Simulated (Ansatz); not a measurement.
# BWO4: the cost of one run

Method: DFT PBE, scalar-relativistic, plane waves, PAW, in Ansatz 0.2.0.

2 further runs of the same task are left out: 1 that didn't finish, 1 set aside as unsound or not needed.

## 1. The starting structure

It takes space group P4/mmm (No. 123, tetragonal). Conventional cell: a = 2.773 Å, b = 2.773 Å, c = 3.921 Å, α = 90.00°, β = 90.00°, γ = 90.00°. B (site symmetry 4/mmm) has 8 O at 1.70 Å as nearest neighbours. W (site symmetry 4/mmm) has 8 O at 1.70 Å as nearest neighbours. O (site symmetry 2mm) is surrounded by 2 B at 1.70 Å and 2 W at 1.70 Å.

Structure file:

```cif
data_structure
_symmetry_space_group_name_H-M 'P 1'
_symmetry_Int_Tables_number 1
_cell_length_a 2.7729
_cell_length_b 2.7729
_cell_length_c 3.9214
_cell_angle_alpha 90.000
_cell_angle_beta 90.000
_cell_angle_gamma 90.000
_cell_volume 30.15
loop_
_atom_site_label
_atom_site_type_symbol
_atom_site_fract_x
_atom_site_fract_y
_atom_site_fract_z
_atom_site_occupancy
B1 B 0.50000 0.50000 0.50000 1
W1 W 0.00000 0.00000 0.00000 1
O1 O 0.50000 0.00000 0.25000 1
O2 O 0.00000 0.50000 0.75000 1
O3 O 0.50000 0.00000 0.75000 1
O4 O 0.00000 0.50000 0.25000 1
```

A structure generator made this guess: ordered mixture on the cation sites of fluorite (P4/mmm, No. 123). Its size is a rough estimate.

## 2. The guess as it stands, on a coarse mesh

File input.yaml:

```yaml
crystal:
  lattice:
    - [2.77287808, 0.0, 0.0]
    - [0.0, 2.77287808, 0.0]
    - [0.0, 0.0, 3.92144178]
  atoms:
    - { symbol: B, position: [0.5, 0.5, 0.5] }
    - { symbol: W, position: [0.0, 0.0, 0.0] }
    - { symbol: O, position: [0.5, 0.0, 0.25] }
    - { symbol: O, position: [0.0, 0.5, 0.75] }
    - { symbol: O, position: [0.5, 0.0, 0.75] }
    - { symbol: O, position: [0.0, 0.5, 0.25] }
basis:
  ecutwfc: 420
kpoints:
  mp_grid: { grid: [6, 6, 4] }
hamiltonian:
  xc: pbe
scf:
  occupations: { method: gaussian, width: 0.1 }
  lower_state_search: "off"
output:
  forces: true
  stress: true
  eigenvalues: true
```

On the command line:

```
$ ansatz run input.yaml --threads 1 --pin off --max-ram 2048MiB --backend cpu --events-out ev --progress --plain --runs-dir out
```

Q: Estimate wall time and peak memory on 1 thread of Arm Neoverse V2, shared host.

About 1.6 s, with a peak of 0.29 GiB.
